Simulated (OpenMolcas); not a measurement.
# V³⁺ among point charges: CASSCF levels and susceptibility

Aim: the splitting of the states of V³⁺ in the field of 8 point charges, its lowest levels with spin-orbit coupling and its magnetic susceptibility.

Program: OpenMolcas 26.06. Level of theory: state-averaged CASSCF, spin-orbit coupling by RASSI with atomic mean-field integrals. These are calculated values, not measurements, unless marked.

1 further run of the same task is left out (it didn't finish).

## (1) Starting point

* Species: V³⁺ (vanadium, Z = 23, 20 electrons)
* Basis: ANO-RCC-VDZP [5s4p2d1f], 34 functions
* Scalar Hamiltonian: DKH2, point nucleus
* Inactive shells: 1s 2s 2p 3s 3p
* Active space: 2 electrons in 5 orbitals (3d)
* Some configurations of this space: 3d²
* Orbitals: optimised for each spin and parity, averaged over all roots

Outer shells as boxes (Hund's rule):

3d2
```
3d [↑ ][↑ ][  ][  ][  ]
```

The ion sits among 8 point charges of -1.6 e arranged as a cube (Oh), 1.61 Å from the ion. The active orbitals were held to one l.

Each step is its own input file, run in one work folder so that later steps find the files of earlier ones. Labels, J, g values, rates, χT and fits are worked out afterwards by a script from the matrices that RASSI stores. The input lists half of the charges; inversion (Group=XYZ) makes the rest.

## (2) Basis and integrals

Input file a.inp:

```
&GATEWAY
Coord
1

V 0.0 0.0 0.0
Basis=ANO-RCC-VDZP
Group=XYZ
NoMove
AngMom=0.0 0.0 0.0
AMFI
XField
4 Angstrom 0
0.929534 0.929534 0.929534 -1.600000
0.929534 0.929534 -0.929534 -1.600000
0.929534 -0.929534 0.929534 -1.600000
0.929534 -0.929534 -0.929534 -1.600000
&SEWARD
```

On the command line:

```
OMP_NUM_THREADS=1 MOLCAS_MEM=1689 MOLCAS_PROJECT=a pymolcas a.inp > a.log
```

## (3) Reference wave functions, triplets of even parity, 10 roots

Input file a.inp:

```
&RASSCF
FileOrb=start.orb
Symmetry=1
Spin=3
nActEl=2 0 0
Inactive=3 6
Ras2=5 0
CIRoot=10 10 1
SDav=10
CIMx=300
Iter=120 100
PrWF=0.3
OrbListing=Nothing
MaxOrb=0
SupSym
1
10 4 5 6 7 8 11 12 13 14 15
0
>>> COPY $Project.JobIph JOB001
```

start.orb holds the contracted functions of the basis, ordered by shell, or the orbitals of the step before.

## (4) CASSCF: singlets of even parity, 15 roots

Input file a.inp:

```
&RASSCF
FileOrb=start.orb
Symmetry=1
Spin=1
nActEl=2 0 0
Inactive=3 6
Ras2=5 0
CIRoot=15 15 1
SDav=15
CIMx=300
Iter=120 100
PrWF=0.3
OrbListing=Nothing
MaxOrb=0
SupSym
1
10 4 5 6 7 8 11 12 13 14 15
0
>>> COPY $Project.JobIph JOB002
```

## (5) RASSI: spin-orbit coupling between the states

Input file a.inp:

```
&RASSI
NrOfJobIphs=2 10 15
1 2 3 4 5 6 7 8 9 10
1 2 3 4 5 6 7 8 9 10 11 12 13 14 15
IphNames
JOB001
JOB002
EJob
SpinOrbit
DIPRint=1.0
SOCoupling=1000.0
Subsets=2
Property=9
'ANGMOM' 1 'ANGMOM' 2 'ANGMOM' 3 'MLTPL  1' 1 'MLTPL  1' 2 'MLTPL  1' 3
'AMFI' 1 'AMFI' 2 'AMFI' 3
SOProperty=3
'ANGMOM' 1 'ANGMOM' 2 'ANGMOM' 3
```

Q: Predict the outcome of this session. Wanted: spin-free ground state; first state of the same spin within the active space; lowest level; next level.

As calculated:

| quantity | value |
| --- | --- |
| method | CASSCF |
| spin-free ground state | 3A2, 1-fold in its orbital part |
| first state of the same spin within the active space | 3T2 at 11800 cm⁻¹ |
| lowest level | 3-fold T2 |
| next level | 11696.3 cm⁻¹ |
| χT at 300 K | 0.99 cm³ K/mol |
| effective moment at 300 K | 2.81 μB |

**Reading.** The spin-free ground state (3A2) comes to 100 % from free-ion F terms and keeps the highest spin of the shell. χT at 300 K is 0.99, against 1.00 cm³ K/mol for the spin alone; near agreement at one temperature doesn't show that the orbital moment is quenched. The field of point charges can differ much from that of real complexes. This is an electrostatic model: the charges have no orbitals.
